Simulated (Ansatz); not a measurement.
Born–Oppenheimer molecular dynamics of a periodic cell of 28 atoms, In12P12H3N (surface InP(111), adsorbate NH3). It starts from a relaxed structure.

Theory: Ansatz, DFT PBE-D3(BJ), scalar-relativistic, plane waves, PAW. Settings: accuracy low, PAW set soft_1, cutoff 420 eV, k mesh 2x2x1, fermi-dirac smearing 0.05 eV, no spin polarisation.

| Item | Value |
| --- | --- |
| ensemble | NVT, Langevin thermostat |
| time step | 0.5 fs |
| steps asked | 160 |
| set temperature | 900 K |
| friction | 0.05 /fs |
| atoms held | 1 to 8 |
| seed | 528533 |

Frames 0.5 fs apart, positions in Å, forces in eV/Å.

Velocities at 20 fs (Å/ps):

```
In 0.00 0.00 0.00
P 0.00 0.00 0.00
In 0.00 0.00 0.00
P 0.00 0.00 0.00
In 0.00 0.00 0.00
P 0.00 0.00 0.00
In 0.00 0.00 0.00
P 0.00 0.00 0.00
In -0.98 0.40 0.51
P 0.97 -2.60 -4.27
In 1.29 -0.62 0.56
P 0.94 1.21 1.74
In 0.20 0.50 0.71
P 3.95 2.35 1.35
In -0.17 0.81 0.54
P -4.25 6.27 -3.57
In -1.63 5.96 -5.25
P 1.23 -0.60 3.47
In -2.10 2.35 -4.45
P -4.43 1.62 -0.14
In 0.66 0.82 -0.30
P 0.09 -2.46 5.82
In 1.36 -0.22 -4.15
P 1.98 1.26 -6.48
N 17.98 6.36 -4.17
H 15.11 39.69 25.42
H -16.82 12.63 -12.19
H -36.38 58.21 15.23
```

```xyz
28
Lattice="8.2996 0.0000 0.0000 4.1498 7.1877 0.0000 0.0000 0.0000 19.6237" Properties=species:S:1:pos:R:3:forces:R:3 time_fs=20 energy_less_start_eV=0.695 T=702
In 0.000 0.000 1.000 0.03 0.01 -0.25
P 2.075 1.198 1.847 0.28 0.19 0.36
In 2.075 3.594 1.000 0.06 -0.03 0.28
P 4.150 4.792 1.847 -0.18 -0.10 -0.31
In 4.150 0.000 1.000 0.00 0.05 0.24
P 6.225 1.198 1.847 -0.15 -0.11 -0.22
In 6.225 3.594 1.000 0.02 0.01 0.10
P 8.300 4.792 1.847 -0.06 -0.03 -0.23
In 8.043 4.657 4.478 -0.51 -0.17 0.06
P 10.117 5.755 5.289 0.03 0.61 0.09
In 6.133 0.990 4.422 0.18 -0.11 0.08
P 8.218 2.216 5.258 -0.41 0.34 -0.30
In 3.940 4.749 4.406 0.20 0.80 -0.37
P 5.992 6.054 5.225 0.32 -0.53 -0.54
In 2.142 1.282 4.555 0.20 0.05 -0.12
P 4.343 2.553 5.414 -0.42 -1.24 -0.99
In 3.118 1.883 8.649 -0.24 -0.53 0.53
P 5.051 2.934 7.354 0.96 0.63 1.37
In 5.443 5.681 7.671 0.33 -0.25 0.18
P 7.412 6.534 9.031 0.73 -0.02 -0.39
In 7.685 1.972 7.765 -0.19 -0.01 -0.06
P 1.086 3.350 9.015 0.13 -0.01 0.14
In 9.715 5.612 7.895 -0.37 0.44 0.50
P 3.533 6.835 8.718 -0.80 -0.06 0.32
N 4.453 2.342 10.868 -2.50 3.86 -0.83
H 4.107 2.249 11.809 -0.02 -0.72 0.49
H 5.330 1.982 10.710 2.69 -1.56 0.00
H 4.601 3.402 10.802 -0.27 -1.50 -0.12
28
Lattice="8.2996 0.0000 0.0000 4.1498 7.1877 0.0000 0.0000 0.0000 19.6237" Properties=species:S:1:pos:R:3:forces:R:3 time_fs=20.5 energy_less_start_eV=0.791 T=781
In 0.000 0.000 1.000 0.03 0.01 -0.25
P 2.075 1.198 1.847 0.27 0.20 0.36
In 2.075 3.594 1.000 0.06 -0.03 0.28
P 4.150 4.792 1.847 -0.18 -0.10 -0.31
In 4.150 0.000 1.000 0.00 0.05 0.24
P 6.225 1.198 1.847 -0.15 -0.11 -0.22
In 6.225 3.594 1.000 0.02 0.01 0.10
P 8.300 4.792 1.847 -0.06 -0.03 -0.23
In 8.042 4.657 4.478 -0.51 -0.18 0.05
P 10.118 5.755 5.286 0.02 0.62 0.10
In 6.134 0.989 4.422 0.16 -0.10 0.09
P 8.219 2.217 5.260 -0.41 0.34 -0.31
In 3.940 4.749 4.406 0.22 0.82 -0.39
P 5.994 6.055 5.226 0.30 -0.53 -0.55
In 2.141 1.282 4.555 0.20 0.05 -0.13
P 4.340 2.555 5.412 -0.37 -1.28 -0.92
In 3.117 1.886 8.646 -0.24 -0.56 0.55
P 5.052 2.933 7.356 0.95 0.63 1.30
In 5.442 5.682 7.669 0.34 -0.26 0.19
P 7.409 6.535 9.031 0.75 -0.01 -0.39
In 7.685 1.972 7.765 -0.19 0.00 -0.05
P 1.087 3.349 9.018 0.11 0.02 0.12
In 9.716 5.612 7.893 -0.39 0.42 0.52
P 3.534 6.835 8.715 -0.81 -0.06 0.33
N 4.461 2.346 10.865 -3.64 4.61 -0.01
H 4.114 2.267 11.823 0.23 -0.76 -0.12
H 5.324 1.987 10.701 3.41 -1.71 -0.12
H 4.579 3.429 10.809 -0.12 -2.06 -0.21
28
Lattice="8.2996 0.0000 0.0000 4.1498 7.1877 0.0000 0.0000 0.0000 19.6237" Properties=species:S:1:pos:R:3:forces:R:3 time_fs=21 energy_less_start_eV=0.859 T=727
In 0.000 0.000 1.000 0.03 0.01 -0.25
P 2.075 1.198 1.847 0.27 0.20 0.36
In 2.075 3.594 1.000 0.06 -0.03 0.28
P 4.150 4.792 1.847 -0.17 -0.10 -0.30
In 4.150 0.000 1.000 0.00 0.05 0.24
P 6.225 1.198 1.847 -0.15 -0.11 -0.22
In 6.225 3.594 1.000 0.02 0.01 0.10
P 8.300 4.792 1.847 -0.06 -0.03 -0.23
In 8.041 4.657 4.479 -0.50 -0.17 0.04
P 10.119 5.754 5.283 0.00 0.63 0.12
In 6.135 0.989 4.422 0.16 -0.08 0.09
P 8.219 2.219 5.261 -0.41 0.32 -0.32
In 3.939 4.749 4.407 0.24 0.85 -0.40
P 5.997 6.055 5.227 0.28 -0.54 -0.57
In 2.141 1.282 4.555 0.20 0.05 -0.13
P 4.338 2.558 5.410 -0.33 -1.31 -0.84
In 3.116 1.889 8.643 -0.24 -0.59 0.56
P 5.053 2.933 7.360 0.94 0.63 1.22
In 5.442 5.684 7.667 0.35 -0.28 0.20
P 7.406 6.535 9.032 0.77 0.00 -0.40
In 7.685 1.972 7.765 -0.19 0.00 -0.04
P 1.088 3.348 9.021 0.09 0.05 0.11
In 9.717 5.611 7.891 -0.40 0.41 0.53
P 3.535 6.835 8.713 -0.83 -0.05 0.33
N 4.468 2.350 10.862 -4.27 4.89 0.71
H 4.122 2.282 11.839 0.46 -0.83 -0.69
H 5.325 1.990 10.689 3.61 -1.65 -0.15
H 4.552 3.446 10.816 0.08 -2.33 -0.33
28
Lattice="8.2996 0.0000 0.0000 4.1498 7.1877 0.0000 0.0000 0.0000 19.6237" Properties=species:S:1:pos:R:3:forces:R:3 time_fs=21.5 energy_less_start_eV=0.871 T=693
In 0.000 0.000 1.000 0.03 0.01 -0.25
P 2.075 1.198 1.847 0.27 0.20 0.36
In 2.075 3.594 1.000 0.05 -0.03 0.27
P 4.150 4.792 1.847 -0.17 -0.10 -0.30
In 4.150 0.000 1.000 0.00 0.05 0.23
P 6.225 1.198 1.847 -0.15 -0.11 -0.22
In 6.225 3.594 1.000 0.02 0.01 0.10
P 8.300 4.792 1.847 -0.06 -0.03 -0.22
In 8.040 4.657 4.480 -0.48 -0.17 0.03
P 10.120 5.752 5.280 -0.02 0.64 0.13
In 6.136 0.989 4.423 0.15 -0.07 0.10
P 8.219 2.221 5.261 -0.42 0.31 -0.32
In 3.938 4.749 4.407 0.27 0.87 -0.42
P 6.000 6.056 5.228 0.25 -0.54 -0.59
In 2.140 1.283 4.554 0.20 0.06 -0.13
P 4.336 2.560 5.408 -0.29 -1.33 -0.76
In 3.115 1.892 8.640 -0.24 -0.64 0.58
P 5.053 2.933 7.363 0.93 0.63 1.13
In 5.442 5.685 7.665 0.36 -0.30 0.21
P 7.403 6.535 9.031 0.79 0.02 -0.41
In 7.685 1.972 7.765 -0.18 0.01 -0.04
P 1.088 3.346 9.023 0.08 0.08 0.10
In 9.719 5.611 7.889 -0.42 0.40 0.54
P 3.537 6.834 8.710 -0.85 -0.04 0.34
N 4.471 2.354 10.858 -4.15 4.65 1.13
H 4.132 2.296 11.850 0.60 -0.91 -1.07
H 5.336 1.992 10.676 3.14 -1.31 -0.06
H 4.524 3.453 10.823 0.29 -2.34 -0.46
28
Lattice="8.2996 0.0000 0.0000 4.1498 7.1877 0.0000 0.0000 0.0000 19.6237" Properties=species:S:1:pos:R:3:forces:R:3 time_fs=22 energy_less_start_eV=0.848 T=669
In 0.000 0.000 1.000 0.03 0.01 -0.25
P 2.075 1.198 1.847 0.27 0.20 0.36
In 2.075 3.594 1.000 0.05 -0.03 0.27
P 4.150 4.792 1.847 -0.17 -0.10 -0.30
In 4.150 0.000 1.000 0.00 0.05 0.23
P 6.225 1.198 1.847 -0.15 -0.11 -0.22
In 6.225 3.594 1.000 0.02 0.02 0.10
P 8.300 4.792 1.847 -0.06 -0.04 -0.22
In 8.038 4.657 4.480 -0.47 -0.17 0.01
P 10.121 5.752 5.277 -0.04 0.65 0.15
In 6.136 0.989 4.423 0.14 -0.06 0.10
P 8.219 2.223 5.262 -0.42 0.30 -0.32
In 3.938 4.750 4.407 0.29 0.89 -0.43
P 6.003 6.056 5.228 0.22 -0.53 -0.59
In 2.139 1.283 4.554 0.20 0.06 -0.14
P 4.334 2.563 5.406 -0.25 -1.36 -0.70
In 3.115 1.895 8.637 -0.24 -0.68 0.59
P 5.054 2.933 7.366 0.92 0.64 1.06
In 5.442 5.687 7.663 0.37 -0.32 0.20
P 7.400 6.535 9.031 0.81 0.03 -0.41
In 7.685 1.972 7.765 -0.18 0.01 -0.03
P 1.089 3.345 9.024 0.07 0.10 0.10
In 9.720 5.611 7.888 -0.43 0.40 0.54
P 3.539 6.833 8.707 -0.87 -0.03 0.36
N 4.473 2.359 10.854 -3.42 4.04 1.26
H 4.146 2.306 11.859 0.67 -0.98 -1.28
H 5.355 1.994 10.661 2.17 -0.78 0.13
H 4.493 3.454 10.827 0.47 -2.20 -0.57
28
Lattice="8.2996 0.0000 0.0000 4.1498 7.1877 0.0000 0.0000 0.0000 19.6237" Properties=species:S:1:pos:R:3:forces:R:3 time_fs=22.5 energy_less_start_eV=0.824 T=753
In 0.000 0.000 1.000 0.03 0.01 -0.25
P 2.075 1.198 1.847 0.27 0.20 0.36
In 2.075 3.594 1.000 0.05 -0.03 0.27
P 4.150 4.792 1.847 -0.17 -0.10 -0.30
In 4.150 0.000 1.000 0.00 0.05 0.23
P 6.225 1.198 1.847 -0.15 -0.10 -0.22
In 6.225 3.594 1.000 0.02 0.02 0.10
P 8.300 4.792 1.847 -0.07 -0.04 -0.22
In 8.037 4.657 4.481 -0.46 -0.18 0.00
P 10.121 5.751 5.274 -0.04 0.66 0.16
In 6.137 0.990 4.423 0.14 -0.05 0.10
P 8.220 2.225 5.264 -0.43 0.29 -0.33
In 3.938 4.750 4.407 0.31 0.91 -0.44
P 6.006 6.057 5.228 0.19 -0.53 -0.60
In 2.138 1.284 4.554 0.21 0.06 -0.14
P 4.332 2.564 5.405 -0.22 -1.38 -0.63
In 3.114 1.898 8.634 -0.25 -0.72 0.60
P 5.054 2.933 7.369 0.92 0.64 0.98
In 5.442 5.688 7.661 0.38 -0.34 0.19
P 7.397 6.535 9.030 0.84 0.05 -0.41
In 7.686 1.972 7.765 -0.18 0.01 -0.02
P 1.090 3.344 9.025 0.05 0.12 0.09
In 9.721 5.610 7.886 -0.44 0.40 0.55
P 3.541 6.831 8.704 -0.91 -0.02 0.37
N 4.473 2.366 10.851 -2.43 3.23 1.23
H 4.165 2.318 11.866 0.69 -1.05 -1.37
H 5.379 1.998 10.644 1.02 -0.20 0.37
H 4.465 3.450 10.829 0.62 -1.89 -0.68
28
Lattice="8.2996 0.0000 0.0000 4.1498 7.1877 0.0000 0.0000 0.0000 19.6237" Properties=species:S:1:pos:R:3:forces:R:3 time_fs=23 energy_less_start_eV=0.817 T=731
In 0.000 0.000 1.000 0.03 0.01 -0.24
P 2.075 1.198 1.847 0.27 0.20 0.36
In 2.075 3.594 1.000 0.05 -0.03 0.27
P 4.150 4.792 1.847 -0.17 -0.10 -0.30
In 4.150 0.000 1.000 0.00 0.04 0.23
P 6.225 1.198 1.847 -0.15 -0.10 -0.22
In 6.225 3.594 1.000 0.02 0.02 0.10
P 8.300 4.792 1.847 -0.07 -0.04 -0.22
In 8.037 4.658 4.481 -0.45 -0.19 -0.01
P 10.121 5.750 5.271 -0.04 0.67 0.17
In 6.138 0.990 4.424 0.13 -0.04 0.10
P 8.220 2.226 5.266 -0.43 0.28 -0.33
In 3.938 4.750 4.408 0.32 0.93 -0.45
P 6.010 6.057 5.227 0.16 -0.52 -0.60
In 2.137 1.285 4.554 0.21 0.05 -0.14
P 4.330 2.566 5.403 -0.18 -1.40 -0.56
In 3.113 1.901 8.631 -0.25 -0.75 0.60
P 5.056 2.934 7.372 0.90 0.63 0.91
In 5.442 5.690 7.660 0.40 -0.37 0.18
P 7.395 6.535 9.028 0.86 0.07 -0.41
In 7.686 1.971 7.765 -0.18 0.01 -0.02
P 1.091 3.344 9.025 0.04 0.13 0.10
In 9.722 5.610 7.884 -0.44 0.40 0.55
P 3.544 6.830 8.701 -0.95 0.00 0.39
N 4.472 2.372 10.848 -1.33 2.32 1.09
H 4.185 2.331 11.871 0.66 -1.13 -1.37
H 5.407 2.005 10.629 -0.13 0.31 0.61
H 4.444 3.441 10.830 0.70 -1.40 -0.79
28
Lattice="8.2996 0.0000 0.0000 4.1498 7.1877 0.0000 0.0000 0.0000 19.6237" Properties=species:S:1:pos:R:3:forces:R:3 time_fs=23.5 energy_less_start_eV=0.839 T=739
In 0.000 0.000 1.000 0.03 0.01 -0.24
P 2.075 1.198 1.847 0.26 0.20 0.36
In 2.075 3.594 1.000 0.05 -0.03 0.28
P 4.150 4.792 1.847 -0.17 -0.10 -0.30
In 4.150 0.000 1.000 0.00 0.04 0.23
P 6.225 1.198 1.847 -0.15 -0.10 -0.22
In 6.225 3.594 1.000 0.02 0.02 0.10
P 8.300 4.792 1.847 -0.07 -0.04 -0.22
In 8.036 4.658 4.482 -0.44 -0.19 -0.03
P 10.121 5.749 5.268 -0.04 0.69 0.18
In 6.139 0.990 4.424 0.13 -0.03 0.10
P 8.220 2.229 5.267 -0.44 0.26 -0.34
In 3.938 4.751 4.408 0.34 0.94 -0.46
P 6.014 6.056 5.226 0.13 -0.51 -0.59
In 2.135 1.285 4.553 0.22 0.05 -0.14
P 4.328 2.567 5.401 -0.15 -1.41 -0.50
In 3.113 1.904 8.628 -0.24 -0.79 0.61
P 5.057 2.934 7.374 0.89 0.63 0.85
In 5.443 5.692 7.659 0.43 -0.40 0.15
P 7.393 6.535 9.027 0.88 0.08 -0.41
In 7.687 1.971 7.765 -0.18 0.01 -0.01
P 1.093 3.344 9.024 0.02 0.14 0.10
In 9.723 5.609 7.882 -0.45 0.40 0.55
P 3.548 6.827 8.698 -0.99 0.03 0.40
N 4.471 2.378 10.845 -0.41 1.45 0.98
H 4.207 2.340 11.875 0.62 -1.19 -1.33
H 5.436 2.017 10.618 -1.02 0.66 0.79
H 4.428 3.430 10.834 0.72 -0.82 -0.89
```

Of the whole run (80 fs, mean temperature of the second half 787 K): The mean temperature of the second half is 13 % below the set value. A run of 0.08 ps of so small a system gives no equilibrium averages. Limits of this set-up: coarse k mesh, slab without dipole correction, low accuracy level.

Time of the run: 27 min on 4 threads of Arm Neoverse V1, with other jobs on the host, peak memory 3.3 GiB.
